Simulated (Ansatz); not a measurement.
**CH12BNSi3: one species, many methods**

One table from this session's results is given with a row withheld; the runs are named, their logs left out.

The runs use Ansatz 0.2.0, Gaussian basis; functionals in def2-TZVPP, the program's frozen cores in correlated methods.

Plan: LDA (SPW92), PBE-D4, revPBE-D4, BLYP-D4, r2SCAN-D4, B97M-V, PBE0-D4, B3LYP-D4, r2SCANh-D4, r2SCAN0-D4, HSE06-D4, BHLYP-D4, CAM-B3LYP-D4, LC-ωPBE, ωB97X-V, ωB97M-V, B2PLYP, PBE-QIDH; CCSD(T)/def2-SVP; MP2/def2-TZVPP; RPA on PBE.

1 further run of the same task is left out (it didn't finish). Runs told in other sessions of the task aren't counted.

## The geometry

The geometry comes from an earlier relaxation with PBE0-D4 in a triple-zeta def2 set; it is a stationary point, not always the lowest conformer.

SMILES `BN([SiH2]C)[SiH2][SiH3]`, 18 atoms, charge 0, spin multiplicity 1.

Atoms are counted from 1 here; the program's logs count them from 0.

Bond lengths: B1–N2 1.407 Å, B1–H7 1.199 Å, B1–H8 1.203 Å, N2–Si3 1.762 Å, N2–Si5 1.755 Å, Si3–C4 1.860 Å, Si3–H9 1.484 Å, Si3–H10 1.490 Å, C4–H11 1.093 Å, C4–H12 1.093 Å, C4–H13 1.093 Å, Si5–Si6 2.345 Å, Si5–H14 1.489 Å, Si5–H15 1.485 Å, Si6–H16 1.489 Å, Si6–H17 1.488 Å, Si6–H18 1.489 Å. Angles: N2–B1–H7 120.6°, N2–B1–H8 119.1°, H7–B1–H8 120.3°, B1–N2–Si3 117.8°, B1–N2–Si5 122.1°, Si3–N2–Si5 120.1°, N2–Si3–C4 111.2°, N2–Si3–H9 108.9°, N2–Si3–H10 106.4°, C4–Si3–H9 110.9°, C4–Si3–H10 110.2°, H9–Si3–H10 109.0°, Si3–C4–H11 110.5°, Si3–C4–H12 110.6°, Si3–C4–H13 111.0°, H11–C4–H12 108.2°, H11–C4–H13 108.3°, H12–C4–H13 108.1° and more.

The first run:

Input file in.yaml:

```yaml
crystal:
  periodic: [false, false, false]
  atoms:
    - {symbol: B, position_ang: [-1.034661, 0.876128, 1.833119]}
    - {symbol: N, position_ang: [0.017607, 0.413941, 1.020760]}
    - {symbol: Si, position_ang: [0.236284, -1.327873, 0.873056]}
    - {symbol: C, position_ang: [-1.105340, -2.088846, -0.167008]}
    - {symbol: Si, position_ang: [1.050626, 1.511024, 0.120580]}
    - {symbol: Si, position_ang: [0.780558, 1.189383, -2.186784]}
    - {symbol: H, position_ang: [-1.247729, 2.050198, 1.947542]}
    - {symbol: H, position_ang: [-1.721830, 0.075915, 2.411254]}
    - {symbol: H, position_ang: [0.259001, -1.927117, 2.230829]}
    - {symbol: H, position_ang: [1.564614, -1.532076, 0.230399]}
    - {symbol: H, position_ang: [-2.085348, -1.913269, 0.282872]}
    - {symbol: H, position_ang: [-0.958336, -3.168516, -0.254439]}
    - {symbol: H, position_ang: [-1.108119, -1.663622, -1.173532]}
    - {symbol: H, position_ang: [2.474317, 1.266458, 0.482093]}
    - {symbol: H, position_ang: [0.689848, 2.903189, 0.490264]}
    - {symbol: H, position_ang: [-0.617813, 1.505702, -2.587568]}
    - {symbol: H, position_ang: [1.710088, 2.067508, -2.948194]}
    - {symbol: H, position_ang: [1.058632, -0.226928, -2.553643]}
basis:
  gaussian: {orbitals: def2-TZVPP}
hamiltonian: {xc: lda}
output: {orbitals: {seedname: orbitals}}
```

Command:

```console
$ ansatz run in.yaml --threads 4 --pin off --events-out ev --progress --plain --max-ram 11315MiB
```

Steps of the session up to this table: LDA; PBE-D4 (GGA); revPBE-D4 (GGA); BLYP-D4 (GGA); r2SCAN-D4 (meta-GGA); B97M-V (meta-GGA); PBE0-D4 (hybrid); B3LYP-D4 (hybrid); r2SCANh-D4 (hybrid); r2SCAN0-D4 (hybrid); HSE06-D4 (hybrid); BHLYP-D4 (hybrid); CAM-B3LYP-D4 (range-separated); LC-ωPBE (range-separated); ωB97X-V (range-separated); ωB97M-V (range-separated); B2PLYP (double hybrid); PBE-QIDH (double hybrid).

One of the session's tables, all rows but one given; the rest of the session is left out.

It belongs to the step «Frontier levels by functional». 

```
  functional  HOMO (eV)  gap (eV)
 LDA (SPW92)      -6.79      4.94
      PBE-D4      -6.69      5.10
   revPBE-D4      -6.64      5.16
     BLYP-D4          ?         ?
   r2SCAN-D4      -6.91      5.64
      B97M-V      -7.06      5.63
     PBE0-D4      -7.79      7.14
    B3LYP-D4      -7.59      6.75
  r2SCANh-D4      -7.32      6.38
  r2SCAN0-D4      -7.94      7.47
    HSE06-D4      -7.40      6.37
    BHLYP-D4      -8.81      9.15
CAM-B3LYP-D4      -9.06      9.49
     LC-ωPBE     -10.36     11.92
     ωB97X-V     -10.04     11.48
     ωB97M-V      -9.87     11.03
```

Q: Estimate the row for BLYP-D4 from the others.

Worked estimate for «HOMO (eV)». Against the share of exact exchange, B3LYP-D4 (0.2, -7.59), BHLYP-D4 (0.5, -8.81) give a slope of -4.07 per unit share; at 0 the line stands at -6.78.

The run gave: HOMO (eV): -6.55; gap (eV): 5.13. In «HOMO (eV)» the line misses by -0.23.
